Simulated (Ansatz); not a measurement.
**GaNH₂ (triplet): the correlation ladder, cc-pVTZ**

An exercise on one series of results from a longer session: the logs are not shown, and one member is left open.

Program: Ansatz 0.2.0, Gaussian basis. Level of theory: cc-pVTZ, core rule «outside noble gas», up to 15 orbitals frozen. These are calculated values, not measurements.

Plan: UHF; CCSD(T) on ROHF; CCSD(T) on UHF; BCCD(T) on ROHF; CCSDT(Q) on ROHF; CCSDT(Q) on UHF.

7 further runs of the same task are left out: 4 for a known fault of the program, 3 set aside as unsound or not needed.

## The geometry

The geometry is a PBE0/def2-TZVP stationary point (not a proven minimum) of the parent state, kept for this charge and spin. No spin-orbit coupling is included. The filled d shell of Ga may be among the frozen orbitals whatever the setting's name suggests; the logs give the count.

4 atoms, charge 0, spin multiplicity 3.

Atoms are counted from 1 here; the program's logs count them from 0.

Bond lengths: N1–Ga2 1.870 Å, N1–H3 1.011 Å, N1–H4 1.011 Å. Angles: Ga2–N1–H3 125.2°, Ga2–N1–H4 125.2°, H3–N1–H4 109.5°.

Coordinates:

```xyz
4
charge 0, multiplicity 3
N     0.00000    0.00000    1.50680
Ga    0.00000    0.00000   -0.36313
H     0.00000    0.82577    2.09016
H     0.00000   -0.82577    2.09016
```

Set-up of the first run:

The input, in.yaml:

```yaml
crystal:
  periodic: [false, false, false]
  atoms:
    - {symbol: N, position_ang: [0.000000, 0.000000, 1.506801]}
    - {symbol: Ga, position_ang: [0.000000, 0.000000, -0.363134]}
    - {symbol: H, position_ang: [0.000000, 0.825767, 2.090162]}
    - {symbol: H, position_ang: [0.000000, -0.825767, 2.090162]}
basis:
  gaussian: {orbitals: cc-pVTZ}
magnetization: {spin_polarized: true, initial_magnetization: 2}
hamiltonian: {xc: hf}
output: {orbitals: {seedname: orbitals}}
```

Command:

```
$ ansatz run in.yaml --threads 1 --pin off --events-out ev --progress --plain --max-ram 4096MiB --backend cpu
```

Among the steps run: UHF; CCSD(T) on ROHF; CCSD(T) on UHF; BCCD(T) on ROHF; CCSDT(Q) on ROHF; CCSDT(Q) on UHF.

One of the session's tables, all rows but one given; the rest of the session is left out.

It belongs to the step «Misses and costs». 

```
   method  from RCCSDT(Q) (meV)
     ROHF               +7638.8
      UHF               +7586.1
     RMP2                +649.7
     UMP2                +619.1
    RCCSD                +328.1
    UCCSD                +306.1
 RCCSD(T)                 +28.8
 UCCSD(T)                  +7.8
  BCCD(T)                     ?
   RCCSDT                 +16.8
   UCCSDT                  -4.2
RCCSDT(Q)                     0
UCCSDT(Q)                 -23.0
```

Q: Estimate the row for BCCD(T) from the others.

As computed: from RCCSDT(Q) (meV): +28.7. In the column «from RCCSDT(Q) (meV)» it lies between RCCSDT (+16.8) and RCCSD(T) (+28.8).

Limits of these values: Restricted and unrestricted rows rest on different reference determinants; where their highest levels disagree by more than a few hundredths of an eV, they describe different states and don't form one ladder.
